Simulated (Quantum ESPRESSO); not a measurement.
Crystal: NaTaO2.

```
Na Ta O
1.0
     1.55718    0.89904    5.65317
    -1.55718    0.89904    5.65317
     0.00000   -1.79808    5.65317
Na Ta O
1 1 2
Direct
  0.50000 0.50000 0.50000
  0.00000 0.00000 0.00000
  0.26670 0.26670 0.26670
  0.73330 0.73330 0.73330
```

The cell comes from a database or a generator and needn't be the stable form of this composition.

Base run:

| Item | Value |
| --- | --- |
| Program | Quantum ESPRESSO 7.5 |
| Functional | PBEsol |
| Potentials or basis | PseudoDojo 0.5 SR PBE standard |
| Cutoff | 1197 eV |
| Density cutoff | 4789 eV |
| k mesh | 7 × 7 × 7 |
| Occupations | gaussian, width 0.05 eV |
| Spin | collinear spin, ferromagnetic start |
| Starting moments | [0.0, 2.0, 0.0, 0.0] μB |
| Hubbard terms | Ta d U = 7 eV |

Its results: band gap on the k mesh none (metal or under the smearing width); pressure 12.3 GPa; net moment 2.00 μB per cell; site moments Na +0.01; Ta +0.85; O +0.02 μB; largest force 1.659 eV/Å.

Question: After a change of settings the same cell gave: band gap on the k mesh none (metal or under the smearing width); pressure 7.7 GPa; net moment 1.99 μB per cell; site moments Na +0.01; Ta +0.84; O +0.04 μB; largest force 1.499 eV/Å. Which change was it?
A. functional from PBEsol to RPBE
B. functional from PBEsol to LDA
C. functional from PBEsol to revPBE
D. functional from PBEsol to PW91

Answer: B.

LDA binds more tightly than PBEsol, so the same cell stands under less pressure.

Caveats: the potentials were made for another functional, which shifts forces and pressure.

Runs at the PBE level aren't shown here.
